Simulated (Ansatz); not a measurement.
**Ga2O3: band gap under strain**

Aim: follow the gap of Ga2O3 built on the database structure prototype through these states: +3.0 % strain along z alone. The table at the end shows which levels were run.

Program: Ansatz 0.2.0. PAW datasets, plane waves. No spin polarisation and no zero-point or thermal motion.

## 1. The cell

The unstrained cell was relaxed with r2SCAN; in each strained cell the atoms were relaxed again with r2SCAN. Names of k-points are those of the unstrained zone, where strain can split equivalent points. First state: +3.0 % strain along z alone.

The symmetry is R-3c (No. 167, trigonal); conventional cell a = 4.985 Å, c = 13.845 Å, 9.93 Å³ an atom. Near Ga stand 6 O at 1.94–2.09 Å; near O stand 4 Ga at 1.94–2.09 Å.

As a file:

Space group R-3c:H (No. 167). a = 4.985 Å, b = 4.985 Å, c = 13.845 Å, α = 90.00°, β = 90.00°, γ = 120.00°
```tsv
atom	site	symmetry	x	y	z
Ga	12c	3.	0.0000	0.0000	0.3544
O	18e	.2	0.0000	0.6959	0.2500
```

From earlier runs on the unstrained cell: PBE 2.85 eV, r2SCAN 3.55 eV, HSE06 4.62 eV; a = 4.985 Å, c = 13.442 Å.

## 2. +3.0 % strain along z alone: PBE

input.yaml reads:

```yaml
crystal:
  lattice:
    - [2.4922617722, 1.4389080051, 4.6150580585]
    - [-2.4922617722, 1.4389080051, 4.6150580585]
    - [0.0, -2.8778160102, 4.6150580585]
  atoms:
    - { symbol: Ga, position: [0.8544077862, 0.8544077862, 0.8544077862] }
    - { symbol: Ga, position: [0.6455922138, 0.6455922138, 0.6455922138] }
    - { symbol: Ga, position: [0.1455922138, 0.1455922138, 0.1455922138] }
    - { symbol: Ga, position: [0.3544077862, 0.3544077862, 0.3544077862] }
    - { symbol: O, position: [0.75, 0.4459053293, 0.0540946707] }
    - { symbol: O, position: [0.4459053293, 0.0540946707, 0.75] }
    - { symbol: O, position: [0.0540946707, 0.75, 0.4459053293] }
    - { symbol: O, position: [0.25, 0.5540946707, 0.9459053293] }
    - { symbol: O, position: [0.9459053293, 0.25, 0.5540946707] }
    - { symbol: O, position: [0.5540946707, 0.9459053293, 0.25] }
kpoints:
  mp_grid: { grid: [6, 6, 6] }
  band_path:
    path:
      - [0.0, 0.0, 0.0]
      - [0.5, 0.5, 0.5]
      - [0.7645798177, 0.2354201823, 0.5]
      - [0.5, -0.2354201823, 0.2354201823]
      - [0.5, 0.0, 0.0]
      - [0.3677100911, -0.3677100911, 0.0]
      - [0.6322899089, 0.0, 0.3677100911]
      - [0.5, 0.0, 0.5]
      - [0.0, 0.161458, -0.161458]
    npoints: 1
hamiltonian:
  xc: pbe
scf:
  occupations: { method: fermi_dirac, width: 0.02 }
  n_extra_bands: 6
output:
  forces: true
  stress: true
  eigenvalues: true
```

Command:

```bash
ansatz run input.yaml --threads 2 --pin off --max-ram 18432MiB --backend cpu --events-out ev --progress --plain --runs-dir out
```

The log of the run:

```text
scf.n_extra_bands = 6 over 44 filled bands (N_el = 88.0): the run solves 50 bands
Engine: ansatz 0.2.0, x86_64-unknown-linux-gnu
Pseudopotentials: kind: paw
Pseudopotential: Ga, paw, valence charge 13, recommended cutoff 420 eV (normal), Ga.paw.azcp
Pseudopotential: O, paw, valence charge 6, recommended cutoff 420 eV (normal), O.paw.azcp
Functional definition: PBE
  parameter kappa = 0.804
  parameter beta = 0.06672455060314922
  exchange = pbe_x(kappa = kappa, mu = beta*pi^2/3)
  correlation = pbe_c(beta = beta)
Crystal: 10 atoms, lattice volume = 99.301 Å³
Basis set: ecut = 420 eV, 1923 PW (Γ), exchange–correlation on 80×80×80 points (8 copies of the dense FFT grid, shifted against one another)
Bands: 50, of which v1, the nominal top of the filled ones, is band 44 counted from 1 (43 counted from 0)
Symmetry: 12 space group operations
Space group: R-3c (ITA 167), of the structure as read, at distance tolerance 4.6e-5 Å
k-points: 32 of 216
Non-local potential: Ga, projectors of the file, l = 0: 2, l = 1: 2, l = 2: 3, l = 3: 1
Non-local potential: O, projectors of the file, l = 0: 2, l = 1: 2, l = 2: 1
PAW form: soft (Blöchl's): semilocal exchange-correlation on the pseudo side does not see the compensation charge
PAW one-centre angular grid: Ga, 590 points (default); XC on 64 Gauss nodes
PAW one-centre angular grid: O, 110 points (default); XC on 64 Gauss nodes
Initial density: superposition of atomic densities (neutral atoms: chi_scale 0, normalization atom), corrected by the library's trained network
Initial wavefunctions: pseudopotential atomic-orbital guess
Functional: x = pbe(κ = 0.804, μ = 0.2195149727645171), c = pbe(β = 0.06672455060314922)
SCF iter   1: F=—  HF=-18539.750854 eV  |F-HF|=—  |Δ(HF+E_count)|=         —  Δρ=1.05e-3  dr2=3.19e-4  ethr=1.77e-3  ⟨swp⟩=7.1  Hψ=5959  notcnv=0
preconditioner: auto → Resta (q_TF=auto, 2.674 Å⁻¹)  ε∞=5.5  [insulator: Δε(μ)=2.534 eV  Ē_g=16.525 eV  σ=0.020 eV  W_gap=1.00  n_scr=26 (ndim 8)  ℏωp=35.0 eV  f_vac=0.020  D(μ)=0.00/eV (n_scr^D=0)  ε∞_Penn≈5.5]
SCF iter   2: F=—  HF=-18539.751161 eV  |F-HF|=—  |Δ(HF+E_count)|=   3.08e-4  Δρ=5.62e-4  dr2=8.02e-5  ethr=3.63e-7  ⟨swp⟩=2.4  Hψ=3407  notcnv=0  defer=28
SCF iter   3: F=—  HF=-18539.751555 eV  |F-HF|=—  |Δ(HF+E_count)|=   3.94e-4  Δρ=1.99e-4  dr2=1.57e-5  ethr=9.11e-8  ⟨swp⟩=2.0  Hψ=2951  notcnv=0  defer=28
SCF iter   4: F=—  HF=-18539.751577 eV  |F-HF|=—  |Δ(HF+E_count)|=   2.12e-5  Δρ=4.85e-5  dr2=1.22e-6  ethr=1.78e-8  ⟨swp⟩=2.0  Hψ=2759  notcnv=0  defer=28
iter 5 did not close the SCF: its close was put off for the readings that it lacked (scf_convergence_deferred on its scf_iter line)
SCF iter   5: F=-18539.751579 eV  HF=-18539.751579 eV  |F-HF|=1.51e-7  |Δ(HF+E_count)|=   2.07e-6  Δρ=1.35e-5  dr2=9.66e-8  ethr=1.39e-9  ⟨swp⟩=2.0  Hψ=2950  notcnv=0  defer=28
SCF iter   6: F=-18539.751579 eV  HF=-18539.751579 eV  |F-HF|=1.88e-8  |Δ(HF+E_count)|=   2.00e-7  Δρ=6.34e-6  dr2=2.63e-8  ethr=1.10e-10  ⟨swp⟩=7.2  Hψ=6771  notcnv=0
SCF 1 converged in 6 iterations: F = -18539.751579 eV  dr2 = 2.63e-8
NSCF: frozen V_eff on 9 k-points
SCF converged after 6 iterations
Free energy (F): -18539.751579 eV
Harris-Foulkes:  -18539.751579 eV  (|F-HF|=1.88e-8)
Internal energy: -18539.751579 eV  (E = F + TS)
E sigma→0 (E₀):  -18539.751579 eV
Fermi energy:    10.077379 eV
--- Per-component energies (eV) ---
  E_band       = -24.386258
  E_kinetic    = 1519.962243
  E_local      = -8641.290518  (includes V_loc(G=0)·N_el)
  E_nonlocal   = 2023.375251
  E_hartree    = 3897.374180
  E_xc         = -712.067254
  E_vxc        = -790.053727  (∫ρ·V_xc dr)
  E_paw        = -8946.479562  (= ΣΔE_a)
  E_vpaw       = -1931.129871  (= ΣTr[D̂ρ^β])
  E_aug_tail   = 0.014437  (compensation charges beyond the density's cutoff)
  E_ewald      = -7680.640355
  E_smearing   = -0.000000  (= −TS)
  E_closure    = -0.000000  (closes the sum)
  Σ components = -18539.751579   (vs F -18539.751579, Δ=0.00e0)
--- Forces (eV/Å), atoms counted from 1 ---
  atom   1  Ga     0.00000000     0.00000000     0.03288088
  atom   2  Ga     0.00000000    -0.00000000    -0.03288088
  atom   3  Ga    -0.00000000    -0.00000000    -0.03288088
  atom   4  Ga    -0.00000000     0.00000000     0.03288088
  atom   5  O     -0.01389166     0.02406106    -0.00000000
  atom   6  O      0.02778331    -0.00000000    -0.00000000
  atom   7  O     -0.01389166    -0.02406106    -0.00000000
  atom   8  O      0.01389166    -0.02406106     0.00000000
  atom   9  O      0.01389166     0.02406106     0.00000000
  atom  10  O     -0.02778331    -0.00000000     0.00000000
  max |Σ_I F_I| component: 8.10e-18 eV/Å
--- Stress (GPa, compression-positive) ---
        5.716549       0.000000      -0.000000
        0.000000       5.716549       0.000000
       -0.000000       0.000000      -1.873934
  P = ⅓ Tr σ = 3.1864 GPa (31.864 kbar)
--- Band table (eV; the first three rows and the last of 32) ---
  k-point 0: bands = ["-10.0032", "-8.1668", "-8.1150", "-8.1150", "-8.0388", "-8.0388", "-3.9634", "-3.9634", "-3.8898", "-3.8898", "-3.7935", "-3.7725", "-3.7405", "-3.7405", "-3.7040", "-3.7040", "-3.6527", "-3.6527", "-3.5907", "-3.5891", "-3.5891", "-3.5758", "-3.3552", "-3.3552", "-2.7617", "-2.7617", "1.5552", "2.4796", "3.6696", "3.6696", "4.6361", "4.8723", "5.3559", "5.3559", "5.6592", "7.6999", "7.6999", "8.1793", "8.1793", "8.3059", "8.5607", "8.5607", "8.5867", "8.5867", "11.3283", "15.1562", "15.6275", "17.6731", "18.4049", "18.4049"]
  k-point 1: bands = ["-9.8814", "-8.2469", "-8.1320", "-8.1194", "-8.0860", "-8.0591", "-3.9491", "-3.9489", "-3.8785", "-3.8761", "-3.7948", "-3.7828", "-3.7356", "-3.7320", "-3.7127", "-3.7054", "-3.6642", "-3.6579", "-3.5989", "-3.5857", "-3.5822", "-3.5355", "-3.3883", "-3.3543", "-2.8723", "-2.8007", "1.7223", "2.4172", "3.2610", "4.1847", "4.3407", "5.1491", "5.4890", "5.9381", "6.2463", "6.9892", "7.6591", "7.8050", "8.0405", "8.1641", "8.1747", "8.3226", "8.6365", "8.6831", "12.1872", "15.0574", "15.9142", "17.2848", "17.7189", "18.4726"]
  k-point 2: bands = ["-9.5413", "-8.5774", "-8.1547", "-8.1358", "-8.1168", "-8.0976", "-3.9229", "-3.9056", "-3.8568", "-3.8444", "-3.8000", "-3.7958", "-3.7417", "-3.7391", "-3.7183", "-3.7120", "-3.6694", "-3.6601", "-3.6214", "-3.5845", "-3.5805", "-3.4824", "-3.3863", "-3.3333", "-3.0784", "-2.9330", "2.0930", "2.6663", "2.7312", "4.2280", "4.9388", "5.5581", "5.5634", "6.3269", "6.7521", "6.8761", "7.1304", "7.2529", "7.7578", "7.8275", "8.0573", "8.0662", "8.5796", "8.6845", "13.6469", "14.9626", "15.6399", "16.3932", "17.9886", "18.2578"]
  k-point 31: bands = ["-9.1956", "-9.1956", "-8.0792", "-8.0792", "-8.0792", "-8.0792", "-3.8902", "-3.8902", "-3.8902", "-3.8902", "-3.8510", "-3.8510", "-3.7483", "-3.7483", "-3.7483", "-3.7483", "-3.5980", "-3.5980", "-3.5980", "-3.5980", "-3.5261", "-3.5261", "-3.1418", "-3.1418", "-3.1418", "-3.1418", "2.7446", "2.7446", "4.3026", "4.3026", "4.9609", "4.9609", "4.9609", "4.9609", "6.3311", "6.3311", "7.2985", "7.2985", "7.2985", "7.2985", "8.5629", "8.5629", "8.5629", "8.5629", "14.4191", "14.4191", "16.3406", "16.3406", "18.3578", "18.3578"]
```

It took 3.9 s on 2 threads of AMD EPYC 7R13 (Zen 3), shared host; peak memory 0.59 GiB.

The PBE gap is 2.54 eV and indirect ((0.00, 0.16, -0.16) to Γ), with 2.74 eV as the least direct one.

Near the gap, in eV above the top of the last filled band v; c is the band after it:

| point | v−1 | v | c | c+1 |
| --- | --- | --- | --- | --- |
| Γ | -0.20 | -0.20 | 2.54 | 6.37 |
| T | -0.23 | -0.23 | 5.63 | 5.63 |
| H_2 | -0.34 | -0.34 | 6.41 | 6.41 |
| H_0 | -0.34 | -0.34 | 6.41 | 6.41 |
| L | -0.20 | -0.20 | 6.07 | 6.07 |
| S_0 | -0.45 | -0.18 | 6.17 | 6.36 |

## 3. +3.0 % strain along z alone: r2SCAN

Changes to input.yaml since step 2:

```diff
@@ -31,5 +31,5 @@
 hamiltonian:
-  xc: pbe
+  xc: r2scan
 scf:
-  occupations: { method: fermi_dirac, width: 0.02 }
+  occupations: { method: fixed }
   n_extra_bands: 6
@@ -39 +39,5 @@
   eigenvalues: true
+  write_density: true
+  write_potential: true
+  elf: true
+  volumetric_format: npy
```

Command:

```bash
ansatz run input.yaml --threads 2 --pin off --max-ram 18432MiB --backend cpu --events-out ev --progress --plain --runs-dir out
```

The log of the run (excerpt; [...] marks lines left out):

```text
scf.n_extra_bands = 6 over 44 filled bands (N_el = 88.0): the run solves 50 bands
[...]
[... 1 set-up line as earlier in the session ...]
Pseudopotential: Ga, paw, valence charge 13, recommended cutoff 500 eV (meta_gga), Ga.paw.azcp
Pseudopotential: O, paw, valence charge 6, recommended cutoff 500 eV (meta_gga), O.paw.azcp
Functional definition: r2SCAN
[...]
Crystal: 10 atoms, lattice volume = 99.301 Å³
Basis set: ecut = 500 eV, 2513 PW (Γ), exchange–correlation on 160×160×160 points (64 copies of the dense FFT grid, shifted against one another)
Bands: 50, of which v1, the nominal top of the filled ones, is band 44 counted from 1 (43 counted from 0)
[... 2 set-up lines as earlier in the session ...]
k-points: 32 of 216
[...]
NSCF: frozen V_eff on 9 k-points
SCF converged after 8 iterations
Free energy (F): -18577.565407 eV
[...]
E sigma→0 (E₀):  -18577.565407 eV
Fermi energy:    8.360655 eV
[...]
--- Forces (eV/Å), atoms counted from 1 ---
  atom   1  Ga     0.00000000     0.00000000    -0.00037795
  atom   2  Ga     0.00000000    -0.00000000     0.00037795
  atom   3  Ga    -0.00000000    -0.00000000     0.00037795
  atom   4  Ga    -0.00000000     0.00000000    -0.00037795
  atom   5  O     -0.00011344     0.00019649    -0.00000000
  atom   6  O      0.00022688     0.00000000    -0.00000000
  atom   7  O     -0.00011344    -0.00019649    -0.00000000
  atom   8  O      0.00011344    -0.00019649     0.00000000
[...]
--- Stress (GPa, compression-positive) ---
       -3.664551       0.000000      -0.000000
        0.000000      -3.664551       0.000000
       -0.000000       0.000000     -10.807329
  P = ⅓ Tr σ = -6.0455 GPa (-60.455 kbar)
--- Band table (eV; the first three rows and the last of 32) ---
[...]
```

Run time: 10 s. Hardware: 2 threads of AMD EPYC 7R13 (Zen 3), shared host; peak memory 0.88 GiB.

The r2SCAN gap is 3.22 eV and indirect ((0.00, 0.16, -0.16) to Γ), with 3.43 eV as the least direct one.

Stress along x, y, z: -3.66, -3.66, -10.81 GPa (compression positive).

## 4. +3.0 % strain along z alone: HSE06

Changes to input.yaml since step 3:

```diff
@@ -17,3 +17,3 @@
 kpoints:
-  mp_grid: { grid: [6, 6, 6] }
+  mp_grid: { grid: [4, 4, 4] }
   band_path:
@@ -31,3 +31,3 @@
 hamiltonian:
-  xc: r2scan
+  xc: hse06
 scf:
@@ -39,5 +39 @@
   eigenvalues: true
-  write_density: true
-  write_potential: true
-  elf: true
-  volumetric_format: npy
```

The log of the run (excerpt; [...] marks lines left out):

```text
Warning: output.stress: scf.convergence.dr2_threshold = 1e-7 eV (the SCF's general default) is looser than the 1e-9 eV advised for a printed stress (1e-10 eV for each atom of the cell: 10). What an SCF threshold leaves in a stress goes as its square root, and in the free energy as the [...]
Warning: output.stress: scf.exx.energy_threshold = 1e-6 eV is looser than the 1e-7 eV advised for a stress under a hybrid functional (1e-8 eV for each atom of the cell: 10). Every SCF of the exchange loop can meet its threshold on dr2 while the loop round them stops early: no threshold on [...]
scf.n_extra_bands = 6 over 44 filled bands (N_el = 88.0): the run solves 50 bands
[...]
[... 3 set-up lines as earlier in the session ...]
Functional definition: HSE06
[...]
davidson cushion auto → on  (no smearing: the cushion is to keep the highest requested band from converging to the state above it; pin scf.eigensolver.cushion to override)
Crystal: 10 atoms, lattice volume = 99.301 Å³
[...]
NSCF: frozen V_eff on 9 k-points
hybrid SCF converged: 2 outer / 12 inner (+2 warm-up), last move |dexx| = 3.42e-6 eV, tail = 7.20e-8 eV
Stability not checked: this state was not tested for a lower state beside it, because the functional holds exact exchange (a hybrid, or Hartree-Fock), whose exchange loop this test does not read (fock_operator; see scf.lower_state_search)
Free energy (F): -18541.057004 eV
Frozen-core exchange: fock
[...]
E sigma→0 (E₀):  -18541.057004 eV
Fermi energy:    7.502575 eV
[...]
--- Forces (eV/Å), atoms counted from 1 ---
  atom   1  Ga     0.00000000     0.00000000    -0.00056769
  atom   2  Ga     0.00000000    -0.00000000     0.00056769
  atom   3  Ga    -0.00000000    -0.00000000     0.00056769
  atom   4  Ga    -0.00000000     0.00000000    -0.00056769
  atom   5  O     -0.00175313     0.00303651    -0.00000000
  atom   6  O      0.00350626     0.00000000    -0.00000000
  atom   7  O     -0.00175313    -0.00303651    -0.00000000
  atom   8  O      0.00175313    -0.00303651     0.00000000
[...]
--- Stress (GPa, compression-positive) ---
       -4.035454       0.000000      -0.000000
        0.000000      -4.035454       0.000000
       -0.000000       0.000000     -11.059711
  P = ⅓ Tr σ = -6.3769 GPa (-63.769 kbar)
--- Band table (eV; the first three rows and the last of 13) ---
[...]
```

Wall time 47 s (1 × NVIDIA H100 80GB HBM3 with 2 threads of AMD EPYC 7R13 (Zen 3), shared host); peak host memory 2.5 GiB.

HSE06 gives an indirect gap of 4.27 eV, from (0.00, 0.16, -0.16) to Γ; the least direct gap is 4.47 eV.

## 5. What strain did

Least gap in eV (negative: overlap), with the change from the unstrained cell in brackets:

```
                      state  volume change (%)           PBE        r2SCAN         HSE06
+3.0 % strain along z alone               +3.0  2.54 (-0.31)  3.22 (-0.33)  4.27 (-0.35)
```

The HSE06 gap moves by -0.350 eV under +3.0 % strain along z alone. PBE and HSE06 differ by 1.77 eV on the unstrained gap, and by at most 0.03 eV on its change: the two disagree on the size of the gap but agree on its response to strain.
